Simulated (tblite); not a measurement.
# C5H14FNSi2: the cost of one run

The runs use tblite 0.8.0 and PySCF 2.14.0, with density-fitted response routines of our own; the level of theory stands in each step. All values are computed, except where a source is named. Atoms count from 0, in the outputs and in this text.

**1. The starting structure**

23 atoms, charge 0, multiplicity 1; geometry from: force field or distance geometry start.

Bonds of the start (Å): C0–C1 1.53, C1–Si2 1.83, Si2–N3 1.78, N3–Si4 1.80, Si2–C5 1.85, C5–F6 1.38, C5–C7 1.50, C7–C8 1.52, C8–C5 1.50, C0–H9 1.10, C0–H10 1.12, C0–H11 1.11, C1–H12 1.13, C1–H13 1.10, Si2–H14 1.46, N3–H15 1.02, Si4–H16 1.46, Si4–H17 1.47, Si4–H18 1.46, C7–H19 1.12, C7–H20 1.09, C8–H21 1.10, C8–H22 1.12.

**2. Relaxing the molecule with GFN2-xTB**

The job: settings as JSON, then the geometry in Å.

```
{"job": {"kind": "relax", "xc": "GFN2-xTB", "basis": "xTB"}, "charge": 0, "multiplicity": 1}
C      2.680600    -0.017800     0.602400
C      1.199500    -0.373300     0.741200
Si     0.299800    -0.051100    -0.820000
N     -0.349400    -1.592100    -1.437200
Si    -0.912000    -2.666300    -0.105600
C     -1.104700     1.146900    -0.687500
F     -1.988100     1.138900    -1.750000
C     -1.695700     1.551100     0.627300
C     -0.824600     2.523800    -0.151900
H      3.022000     0.669300     1.392700
H      2.859400     0.370800    -0.429000
H      3.296900    -0.939600     0.687600
H      1.156600    -1.481300     0.937600
H      0.797400     0.145100     1.622200
H      1.241300     0.486800    -1.799000
H     -1.097700    -1.372400    -2.095500
H      0.214700    -3.264000     0.605200
H     -1.677100    -1.841200     0.836300
H     -1.844600    -3.649500    -0.655500
H     -2.770100     1.865500     0.632100
H     -1.267000     1.269600     1.589200
H      0.135800     2.759400     0.335000
H     -1.377700     3.348100    -0.667600
```

On the command line:

```
OMP_NUM_THREADS=1 python probes_run.py task.json out
```

The driver reads the jobs from task.json and runs them one after another.

**Question.** How long does this first job take on 1 thread of Arm Neoverse N1, shared host, and how much memory does it need?

About 5.3 s, with a peak of 0.19 GiB.
